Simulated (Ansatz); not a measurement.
# BaBeIO2: the cost of one run

Program: Ansatz 0.2.0. Level of theory: DFT PBE, plane waves, PAW, scalar-relativistic, no spin polarisation. These are calculated values, not measurements.

### 1 The starting structure

The cell holds 10 atoms (Ba2Be2I2O4): a = 6.366 Å, b = 6.325 Å, c = 5.483 Å, α = 90.77°, β = 102.14°, γ = 87.99°.

Structure file:

```
CELL_PARAMETERS angstrom
6.34772 -0.03965 -0.48440
0.25717 6.31936 -0.06569
-0.74190 0.01278 5.43291
ATOMIC_POSITIONS crystal
O 0.85947 0.19439 0.05423
O 0.11308 0.02610 0.20619
O 0.91603 0.73847 0.88622
O 0.14015 0.71797 0.18838
I 0.18721 0.36220 0.03140
I 0.14275 0.93301 0.64087
Be 0.75532 0.01923 0.71510
Be 0.83515 0.48730 0.24731
Ba 0.49571 0.44663 0.61048
Ba 0.54956 0.90354 0.16201
```

### 2 Dynamics

input.yaml

```yaml
crystal:
  lattice:
    - [6.347724, -0.039653, -0.484405]
    - [0.257167, 6.319356, -0.065686]
    - [-0.7419, 0.012778, 5.432908]
  atoms:
    - { symbol: O, position: [0.859474, 0.194386, 0.054232] }
    - { symbol: O, position: [0.11308, 0.026098, 0.206185] }
    - { symbol: O, position: [0.916031, 0.738475, 0.88622] }
    - { symbol: O, position: [0.140148, 0.717974, 0.188377] }
    - { symbol: I, position: [0.187214, 0.362197, 0.031398] }
    - { symbol: I, position: [0.142745, 0.933008, 0.640871] }
    - { symbol: Be, position: [0.755324, 0.019233, 0.715105] }
    - { symbol: Be, position: [0.835145, 0.487303, 0.247313] }
    - { symbol: Ba, position: [0.495706, 0.446633, 0.610484] }
    - { symbol: Ba, position: [0.549564, 0.903543, 0.162014] }
kpoints:
  mp_grid: { grid: [3, 3, 3] }
magnetization:
  spin_polarized: false
scf:
  occupations: { method: fermi_dirac, width: 0.05 }
hamiltonian:
  pseudopotentials: { kind: paw }
  xc: pbe
basis:
  ecutwfc: 420
md:
  timestep: 0.5
  n_steps: 30
  ensemble: npt_langevin
  temperature: 2000.0
  initial_velocities: maxwell_boltzmann
  seed: 86813
  pressure: 0.0
```

On the command line:

```console
ansatz run input.yaml --threads 2 --pin off --max-ram 2560MiB --backend cpu --events-out ev --progress --plain --runs-dir out
```

**Question.** How long does this run take on 2 threads of an Arm CPU, shared host, and how much memory does it need?

About 3.8 min, with a peak of 0.61 GiB.
